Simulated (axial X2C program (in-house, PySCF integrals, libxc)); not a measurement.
# TcO: bond curves with and without spin–orbit coupling, part 2 of 2

Computed with an in-house X2C program for linear molecules on PySCF integrals; all-electron X2C, Tc dyall-cv3z, O dyall-av3z.

## Step 9: PBE0, 2c

State followed: Ω = 5/2 (excess of +ω over −ω: ω = 5/2). The scan is laid around 1.714 Å, a first estimate of the minimum, and this SCF restarts from the orbitals of the search.

Output at 1.714 Å:

```text
two-component X2C + atomic mean field  PBE0
basis functions 204  fitting functions 954  grid points 5080
iter        total energy     max residual
   1      -4358.561726889     5.56e-06
   2      -4358.561726888     1.40e-05
converged
one-electron -6218.43148796  Coulomb 1893.59681951  exact exchange -33.88885394  xc functional -103.97594698  nuclear repulsion 106.20592798  atomic mean-field constant -2.06818550
```

Along the bond, energies from the lowest point:

```
R (Å)         E (eV)  μ (D)  HOMO (eV)  LUMO (eV)  iterations
1.491  not converged    n/a        n/a        n/a         130
1.560         0.6622  -2.49      -5.80      -2.38          17
1.611         0.2646  -2.98      -5.98      -2.36          17
1.663         0.0580  -3.44      -6.15      -2.35          16
1.714         0.0000  -3.87      -6.29      -2.37           2
1.774         0.0748  -4.33      -6.44      -2.42          15
1.834         0.2617  -4.76      -6.56      -2.50          15
1.911         0.6121  -5.25      -6.69      -2.75          17
2.005         1.1378  -5.74      -6.80      -3.01          18
2.143         1.9579  -6.03      -6.67      -3.23          21
```

Dipoles are positive if O is the positive end.

Outer spinors at the reference distance:

| ω | occupied | ε (eV) | atomic character | λ mixture |
| --- | --- | --- | --- | --- |
| 1/2 | yes | -25.13 | 70% O s, 12% Tc d, 7% Tc p | 100% σ |
| -1/2 | yes | -24.19 | 69% O s, 12% Tc d, 8% Tc p | 100% σ |
| -1/2 | yes | -10.89 | 49% Tc d, 46% O p | 100% π |
| 3/2 | yes | -10.83 | 49% Tc d, 47% O p | 100% π |
| 1/2 | yes | -10.64 | 53% O p, 39% Tc d, 5% O s | 100% σ |
| -1/2 | yes | -9.82 | 67% O p, 24% Tc d, 5% O s | 100% σ |
| -3/2 | yes | -8.96 | 94% Tc d, 4% O p | 92% δ, 8% π |
| 1/2 | yes | -8.80 | 63% O p, 30% Tc d, 3% Tc f | 100% π |
| -3/2 | yes | -8.74 | 59% O p, 34% Tc d, 3% Tc f | 92% π, 8% δ |
| 5/2 | yes | -8.73 | 99% Tc d | 100% δ |
| 1/2 | yes | -6.51 | 54% Tc s, 21% O p, 16% Tc d | 100% σ |
| -1/2 | yes | -6.38 | 44% Tc d, 38% O p, 11% Tc p | 100% π |
| 3/2 | yes | -6.29 | 45% Tc d, 37% O p, 11% Tc p | 99% π, 1% δ |
| -1/2 | no | -2.37 | 61% Tc s, 16% Tc d, 12% O p | 100% σ |
| 3/2 | no | -2.35 | 98% Tc d | 99% δ, 1% π |
| -5/2 | no | -2.18 | 98% Tc d | 100% δ |
| 1/2 | no | -2.04 | 40% Tc p, 24% Tc d, 18% O p | 98% σ, 2% π |

PBE0 fields in the half plane through the axis: z from -2.4 to 3.9 Å across, distance from the axis 0.15 to 2.25 Å upwards; Tc lies at z = 0 and O at z = 1.714 Å; the ELF is damped to zero where the density is low.

log10 density (e/bohr³). Ten even steps from ' ' (-5.20 ) to '@' (1.69 ):
```
....::::::------------::::::::::::....      
..::::------------------------::::::....    
::::------==============----------::::....  
::::----======++++================----::....
::::--====++++++++++++++++++++++====--::::..
::----====++**********++++****++++==----::..
::----==++++**######******####**++++==--::..
::----==++**##%%@@%%##****##%%##**++==--::::
```

ELF. Ten even steps from ' ' (0.00 ) to '@' (0.87 ):
```
      ::==++++====--::..                    
    ::==******++==--::..                    
  ..--++******++==--::............          
  ..--==******++--::::..::--====--..        
  ..::--==++++++==--::::==**####++--..      
      ..::==**######==::**%%@@@@##++::      
        ..--%%%%==%%**--%%@@@@@@@@**--..    
          --%%::**::##==%%..::@@@@##==..    
```

Re = 1.712 Å, ωe = 927 cm⁻¹, ωexe = 3.93 cm⁻¹, Be = 0.4177 cm⁻¹, De = 5.43 eV, μ = -3.85 D.

## Step 10: HF, 2c

The SCF at the reference distance of 1.714 Å:

```text
two-component X2C + atomic mean field  HF
basis functions 204  fitting functions 954  grid points 5080
iter        total energy     max residual
   1      -4356.252341731     3.37e-01
   2      -4356.282578510     1.44e-02
   3      -4356.283128917     1.77e-02
   4      -4356.288830196     4.83e-03
   5      -4356.289730969     3.70e-03
   6      -4356.290226282     3.73e-03
   7      -4356.290839976     3.14e-03
   8      -4356.292029263     2.66e-03
   9      -4356.294223984     1.71e-03
  10      -4356.294428098     1.59e-03
  11      -4356.295207688     1.02e-03
  12      -4356.295124128     1.15e-03
  13      -4356.295276691     2.60e-04
  14      -4356.295276596     2.89e-04
  15      -4356.295281403     1.27e-04
  16      -4356.295284232     7.90e-05
  17      -4356.295284925     4.16e-05
  18      -4356.295285001     3.00e-05
  19      -4356.295285113     2.13e-05
  20      -4356.295285186     9.75e-06
  21      -4356.295285201     7.46e-06
  22      -4356.295285204     6.15e-06
  23      -4356.295285206     5.18e-06
  24      -4356.295285208     3.60e-06
  25      -4356.295285209     1.76e-06
converged
one-electron -6216.61354133  Coulomb 1891.91751120  exact exchange -135.73699757  xc functional 0.00000000  nuclear repulsion 106.20592798  atomic mean-field constant -2.06818550
```

No constants are quoted: the solution changes its character somewhere along the scan, so the fit is set aside.

## Step 11: BHandHLYP, 2c

Output at 1.714 Å:

```text
two-component X2C + atomic mean field  BHandHLYP
basis functions 204  fitting functions 954  grid points 5080
iter        total energy     max residual
   1      -4358.876226096     1.18e-01
   2      -4358.877365287     1.14e-02
   3      -4358.866396893     2.89e-02
   4      -4358.879628522     9.03e-04
   5      -4358.879649820     3.68e-04
   6      -4358.879659722     2.45e-04
   7      -4358.879663328     2.28e-04
   8      -4358.879669134     1.84e-04
   9      -4358.879673489     1.34e-04
  10      -4358.879675462     1.00e-04
  11      -4358.879677412     4.13e-05
  12      -4358.879677726     1.38e-05
  13      -4358.879677758     6.21e-06
  14      -4358.879677763     3.71e-06
  15      -4358.879677764     1.61e-06
converged
one-electron -6218.37436130  Coulomb 1893.57559593  exact exchange -67.80367883  xc functional -70.41497604  nuclear repulsion 106.20592798  atomic mean-field constant -2.06818550
```

No constants are quoted: the solution changes its character somewhere along the scan, so the fit is set aside.

## Step 12: Correlated methods, 2c

Correlated methods: 13 electrons correlated (frozen shells, counted by type: Tc 4 s, 3 p, 1 d; O 1 s), 281 virtual spinors in MP2, 90 natural virtuals in coupled cluster.

Output of the correlated part at 1.714 Å:

```text
correlated 13  virtual 281  natural virtual 90  E(MP2) -0.400267008  MP2 remainder -0.021017079
iter   CCSD correlation   residual
   1     -0.360360589   2.05e-01
   2     -0.377301178   1.24e-01
   3     -0.388917204   5.92e-02
   4     -0.392722414   3.18e-02
   5     -0.394194493   1.44e-02
   6     -0.394648940   4.58e-03
   7     -0.394687032   2.10e-03
   8     -0.394725575   8.29e-04
   9     -0.394713234   4.06e-04
  10     -0.394716082   1.58e-04
  11     -0.394713838   6.50e-05
  12     -0.394714090   3.40e-05
  13     -0.394712877   2.09e-05
  14     -0.394712758   1.18e-05
  15     -0.394712416   4.66e-06
  16     -0.394712385   1.98e-06
  17     -0.394712314   1.03e-06
  18     -0.394712277   5.29e-07
  19     -0.394712252   2.71e-07
  20     -0.394712241   1.28e-07
(T) -0.020429922  T1 0.0934  D1 0.2323  max T2 0.071
```

MP2: No constants are quoted: the reference changes its character somewhere along the scan, so the fit is set aside.

CCSD: No constants are quoted: the reference changes its character somewhere along the scan, so the fit is set aside.

CCSD(T): No constants are quoted: the reference changes its character somewhere along the scan, so the fit is set aside.

## Step 13: A higher determinant, 2c

State: Ω = 9/2 (excess of +ω over −ω: ω = 1/2, ω = 3/2, ω = 5/2).

Output at the reference distance:

```text
two-component X2C + atomic mean field  PBE0
basis functions 204  fitting functions 954  grid points 5080
iter        total energy     max residual
   1      -4358.527970793     7.40e-06
   2      -4358.527970792     1.63e-05
converged
one-electron -6218.93028968  Coulomb 1894.03822207  exact exchange -33.85742117  xc functional -103.91622449  nuclear repulsion 106.20592798  atomic mean-field constant -2.06818550
```

```
R (Å)  E above the lowest PBE0 point (eV)
1.491                               1.694
1.560                               1.069
1.611                               0.864
1.663                               0.828
1.714                               0.919
1.774                               1.135
1.834                               1.423
1.911                               1.818
2.005                               2.268
```

Re = 1.650 Å, ωe = 1012 cm⁻¹, ωexe = 6.7 cm⁻¹, Be = 0.4499 cm⁻¹, μ = -3.04 D. Te = 0.82 eV.

## Step 14: The 2c curves together

Energy (eV) of the followed determinant, 2c, from each level's lowest point:

| R (Å) | PBE0 | HF (jumps) | MP2 (its reference jumps) | CCSD (its reference jumps) | CCSD(T) (its reference jumps) | BHandHLYP (jumps) |
| --- | --- | --- | --- | --- | --- | --- |
| 1.491 | n/a | 1.923 | 1.323 | n/a | n/a | 1.408 |
| 1.560 | 0.662 | 1.019 | 0.386 | 0.624 | 0.640 | 0.645 |
| 1.611 | 0.265 | 0.623 | 0.014 | 0.213 | 0.208 | 0.259 |
| 1.663 | 0.058 | 0.401 | 0.000 | 0.012 | 0.000 | 0.055 |
| 1.714 | 0.000 | 0.261 | 0.561 | 0.000 | 0.010 | 0.000 |
| 1.774 | 0.075 | 0.127 | 1.138 | 0.121 | 0.149 | 0.079 |
| 1.834 | 0.262 | 0.038 | 1.496 | 0.331 | 0.373 | 0.270 |
| 1.911 | 0.612 | 0.000 | 1.826 | 0.680 | 0.748 | 0.625 |
| 2.005 | 1.138 | 0.042 | 2.249 | n/a | n/a | 1.125 |
| 2.143 | 1.958 | 0.082 | 2.620 | n/a | n/a | 1.736 |

Time for the job: 6.4 min (1 thread, shared host).

## Step 15: What came out

The summary covers parts 1 to 2.

Lowest determinant that the search found at its distance, spin-free: M_S = 5/2, Λ = 0 (beyond closed shells: σα, π+α, π-α, δ+α, δ-α).

Lowest determinant that the search found at its distance, 2c: Ω = 5/2 (excess of +ω over −ω: ω = 5/2).

```json
{"Hamiltonian": "spin-free", "level": "PBE0", "Re (Å)": "1.712", "ωe (cm⁻¹)": "928", "De (eV)": "5.43", "μ (D)": "-3.85"}
{"Hamiltonian": "2c", "level": "PBE0", "Re (Å)": "1.712", "ωe (cm⁻¹)": "927", "De (eV)": "5.43", "μ (D)": "-3.85"}
```

Dipoles are positive if O is the positive end. No constants: spin-free HF (the solution changes its character somewhere along the scan, so the fit is set aside); spin-free MP2 (the reference changes its character somewhere along the scan, so the fit is set aside); spin-free CCSD (the reference changes its character somewhere along the scan, so the fit is set aside); spin-free CCSD(T) (the reference changes its character somewhere along the scan, so the fit is set aside); spin-free BHandHLYP (the solution changes its character somewhere along the scan, so the fit is set aside); 2c HF (the solution changes its character somewhere along the scan, so the fit is set aside); 2c MP2 (the reference changes its character somewhere along the scan, so the fit is set aside); 2c CCSD (the reference changes its character somewhere along the scan, so the fit is set aside); 2c CCSD(T) (the reference changes its character somewhere along the scan, so the fit is set aside); 2c BHandHLYP (the solution changes its character somewhere along the scan, so the fit is set aside).

Time per point (s) on 1 thread, shared host (2c runs); the times are rough: PBE0 2.5.

**Reading.** At PBE0, going from spin-free to two-component changes Re by 0 mÅ, ωe by -0.1 %; the spin-free picture holds up (part of it comes from the scalar share of the two-electron terms). It costs about 2.6 times the time. De moves by 0.00 eV; both De rest on single-determinant atoms, which can miss part of an open shell's spin–orbit lowering.

De refers to Tc + O, each in the lowest determinant found, which need not be this curve's own limit. The state is a single determinant with fixed occupations, the lowest that a limited PBE0 search found. Dissociation energies refer to the lowest single-determinant-based atoms at the same level and basis. Density functionals use the spin component along the axis (collinear). With several unpaired electrons one determinant need not be a pure state. Some points did not converge and are left out.
